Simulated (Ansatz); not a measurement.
# MgCd3O4: the cost of one run

Computed with Ansatz 0.2.0 (DFT PBE, scalar-relativistic, plane waves, PAW, unless a step's input says otherwise).

## 1. The starting structure

It takes space group Pmmm (No. 47, orthorhombic). The conventional cell has a = 3.538 Å, b = 5.003 Å, c = 7.076 Å, α = 90.00°, β = 90.00°, γ = 90.00°. Around Mg (site symmetry mmm) lie 6 O at 2.50 Å. Cd (site symmetry mm2) has 6 O at 2.50 Å as nearest neighbours. Around Cd (site symmetry mmm) lie 6 O at 2.50 Å. O (site symmetry mmm) has 2 Mg at 2.50 Å and 4 Cd at 2.50 Å as nearest neighbours. O (site symmetry mm2) is surrounded by 4 Cd at 2.50 Å and 2 Mg at 2.50 Å. O (site symmetry mmm) has 6 Cd at 2.50 Å as nearest neighbours.

Structure file:

```
Mg Cd O
1.0
     3.53785    0.00000    0.00000
     0.00000    5.00328    0.00000
     0.00000    0.00000    7.07571
Mg Cd O
1 3 4
Direct
  0.00000 0.00000 0.00000
  0.50000 0.50000 0.25000
  0.00000 0.00000 0.50000
  0.50000 0.50000 0.75000
  0.00000 0.50000 0.00000
  0.50000 0.00000 0.25000
  0.00000 0.50000 0.50000
  0.50000 0.00000 0.75000
```

The start is an ordering of an alloy on its end members' structure types: elements ordered on the sites of the CdO type, Cd/Mg on Cd (Pmmm, No. 47).

## 2. A first look at the guess

Contents of input.yaml:

```yaml
crystal:
  lattice:
    - [3.53785385, 0.0, 0.0]
    - [0.0, 5.00328089, 0.0]
    - [0.0, 0.0, 7.07570769]
  atoms:
    - { symbol: Mg, position: [0.0, 0.0, 0.0] }
    - { symbol: Cd, position: [0.5, 0.5, 0.25] }
    - { symbol: Cd, position: [0.0, 0.0, 0.5] }
    - { symbol: Cd, position: [0.5, 0.5, 0.75] }
    - { symbol: O, position: [0.0, 0.5, 0.0] }
    - { symbol: O, position: [0.5, 0.0, 0.25] }
    - { symbol: O, position: [0.0, 0.5, 0.5] }
    - { symbol: O, position: [0.5, 0.0, 0.75] }
basis:
  ecutwfc: 420
kpoints:
  mp_grid: { grid: [6, 4, 4] }
hamiltonian:
  xc: pbe
scf:
  occupations: { method: gaussian, width: 0.1 }
  lower_state_search: "off"
output:
  forces: true
  stress: true
  eigenvalues: true
```

Command:

```
$ ansatz run input.yaml --threads 1 --pin off --max-ram 2560MiB --backend cpu --events-out ev --progress --plain --runs-dir out
```

Q: Estimate wall time and peak memory on 1 thread of AMD EPYC 7R43 (Zen 3), shared host.

About 8.3 s, with a peak of 0.54 GiB.
